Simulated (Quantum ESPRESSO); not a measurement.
Crystal: HPbNO4.

```
H Pb N O
1.0
     4.27531   -0.00040    0.00636
    -2.08399    5.20775   -0.04907
    -2.12377   -1.86574    4.91491
H Pb N O
1 1 1 4
Cartesian
  2.2338 -1.5247 4.4769
  0.1373 4.0030 0.6652
  -2.0197 1.5311 2.4473
  2.2736 4.7756 0.1022
  -1.9905 2.6889 2.9560
  2.2225 1.4102 1.1945
  -2.0163 0.5081 3.1892
```

The cell was built by a generator and needn't be a form met in nature.

Base run:

* Program: Quantum ESPRESSO 7.5
* Functional: PBE
* Potentials or basis: SG15 PBE 1.2
* Cutoff: 1197 eV
* Density cutoff: 4789 eV
* k mesh: 5 × 4 × 4
* Occupations: fermi-dirac, width 0.05 eV
* Spin: no spin polarisation

Its results: band gap on the k mesh 2.93 eV, indirect (least direct gap 3.14 eV); pressure 0.2 GPa; largest force 0.109 eV/Å.

Problem. The run is repeated on the same cell with these changes: functional from PBE to LDA. What comes out?

Solution. Band gap on the k mesh 2.93 eV, indirect (least direct gap 3.16 eV); pressure -3.3 GPa; largest force 0.691 eV/Å.

LDA binds more tightly than PBE, so the same cell stands under less pressure.

Caveats: spin-orbit coupling is left out, which as a rule narrows the gap of such compounds by several tenths of an eV; the potentials were made for another functional, which shifts forces and pressure (some runs).

A k mesh can miss the band edges.

Not every run made on this cell is shown here.
